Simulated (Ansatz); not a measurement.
**C2H5O2Si radical: how energies converge with the basis set**

The task here is to estimate one member of a computed series from the others.

Program: Ansatz 0.2.0, Gaussian basis. Level of theory: one geometry, several basis sets. These are calculated values, not measurements.

Plan: PBE0-D4/def2-SVP; ωB97M-V/def2-SVP; PBE0-D4/def2-QZVPP; ωB97M-V/def2-QZVPP; the functionals' def2-TZVPP values are taken from earlier runs.

### The relaxed structure

All runs share one geometry, relaxed beforehand with PBE0-D4 in a triple-zeta def2 set.

SMILES `CC(=O)O[SiH2]`, 10 atoms, charge 0, spin multiplicity 2.

Atoms are counted from 1 here; the program's logs count them from 0.

Bond lengths: C1–C2 1.493 Å, C1–H6 1.092 Å, C1–H7 1.092 Å, C1–H8 1.087 Å, C2–O3 1.204 Å, C2–O4 1.343 Å, O4–Si5 1.697 Å, Si5–H9 1.486 Å, Si5–H10 1.488 Å. Angles: C2–C1–H6 109.6°, C2–C1–H7 109.5°, C2–C1–H8 110.0°, H6–C1–H7 107.2°, H6–C1–H8 110.2°, H7–C1–H8 110.3°, C1–C2–O3 125.6°, C1–C2–O4 112.9°, O3–C2–O4 121.4°, C2–O4–Si5 116.3°, O4–Si5–H9 110.0°, O4–Si5–H10 102.4°, H9–Si5–H10 111.3°.

Set-up of the first run:

The input, in.yaml:

```yaml
crystal:
  periodic: [false, false, false]
  atoms:
    - {symbol: C, position_ang: [-0.448055, -1.644832, 0.323501]}
    - {symbol: C, position_ang: [-0.312446, -0.312440, -0.337379]}
    - {symbol: O, position_ang: [-0.994317, 0.094389, -1.242338]}
    - {symbol: O, position_ang: [0.678390, 0.430255, 0.181748]}
    - {symbol: Si, position_ang: [0.876284, 1.982797, -0.473601]}
    - {symbol: H, position_ang: [-0.650860, -1.506537, 1.387389]}
    - {symbol: H, position_ang: [0.494482, -2.189915, 0.243478]}
    - {symbol: H, position_ang: [-1.251525, -2.209733, -0.141737]}
    - {symbol: H, position_ang: [-0.344471, 2.796237, -0.234013]}
    - {symbol: H, position_ang: [2.035819, 2.508681, 0.295853]}
basis:
  gaussian: {orbitals: def2-SVP}
magnetization: {spin_polarized: true, initial_magnetization: 1}
hamiltonian: {xc: pbe0, dispersion: d4}
output: {orbitals: {seedname: orbitals}}
```

Command:

```console
$ ansatz run in.yaml --threads 4 --pin off --events-out ev --progress --plain --max-ram 10444MiB
```

Among the steps run: PBE0-D4 in def2-SVP; ωB97M-V in def2-SVP; PBE0-D4 in def2-QZVPP; ωB97M-V in def2-QZVPP.

One of the session's tables, all rows but one given; the rest of the session is left out.

It belongs to the step «Functionals by basis». 

| functional | basis | HOMO (eV) | LUMO (eV) |
| --- | --- | --- | --- |
| PBE0-D4 | def2-SVP | -6.30 | -2.42 |
| PBE0-D4 | def2-TZVPP | -6.33 | -2.44 |
| PBE0-D4 | def2-QZVPP | -6.35 | -2.47 |
| ωB97M-V | def2-SVP | ? | ? |
| ωB97M-V | def2-TZVPP | -8.10 | -0.83 |
| ωB97M-V | def2-QZVPP | -8.12 | -0.90 |

Q: Estimate the row for ωB97M-V, def2-SVP from the others.

The run gave: HOMO (eV): -8.03; LUMO (eV): -0.74. In the column «HOMO (eV)» it lies between ωB97M-V, def2-TZVPP (-8.10) and PBE0-D4, def2-QZVPP (-6.35).
